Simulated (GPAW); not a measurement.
The system is Sn3Se.

```xyz
4
Lattice="4.7419 0.0000 0.0000 0.0000 4.7419 0.0000 0.0000 0.0000 4.7419" Properties=species:S:1:pos:R:3 pbc="T T T"
Sn    2.3709    2.3709    0.0000
Sn    2.3709    0.0000    2.3709
Sn    0.0000    2.3709    2.3709
Se    0.0000    0.0000    0.0000
```

The cell comes from a database or a generator and needn't be the stable form of this composition.

| Item | Value |
| --- | --- |
| Program | GPAW 26.7.0 |
| Task | single point |
| Functional | PBEsol |
| Potentials or basis | PAW data sets generated in the run's folder for this functional |
| Cutoff | 600 eV |
| Basis | pw |
| k mesh | 6 × 6 × 6 |
| Occupations | fermi-dirac, width 0.05 eV |
| Spin | no spin polarisation |

On this cell: pressure -2.8 GPa; largest force zero by symmetry; band gap on the k mesh none (metal or under the smearing width).

The same run follows on a disturbed copy (atoms moved at random, drawn with an rms of 0.05 Å):

```
CELL_PARAMETERS angstrom
4.74188 0.00000 0.00000
0.00000 4.74188 0.00000
0.00000 0.00000 4.74188
ATOMIC_POSITIONS crystal
Sn 0.50380 0.50400 0.99810
Sn 0.51121 0.99162 0.49897
Sn 0.00419 0.50945 0.51201
Se 0.00479 0.99229 0.99972
```

Task: What changes?

Result: The energy (extrapolated to zero smearing) moves by +0.9 meV/atom; pressure -2.7 GPa; largest force 0.146 eV/Å; band gap on the k mesh none (metal or under the smearing width).

Forces in eV/Å, atoms in the order of the input:
```
Sn  -0.038 -0.084  0.060
Sn   0.002  0.124 -0.076
Sn   0.031 -0.056  0.005
Se   0.005  0.016  0.011
```
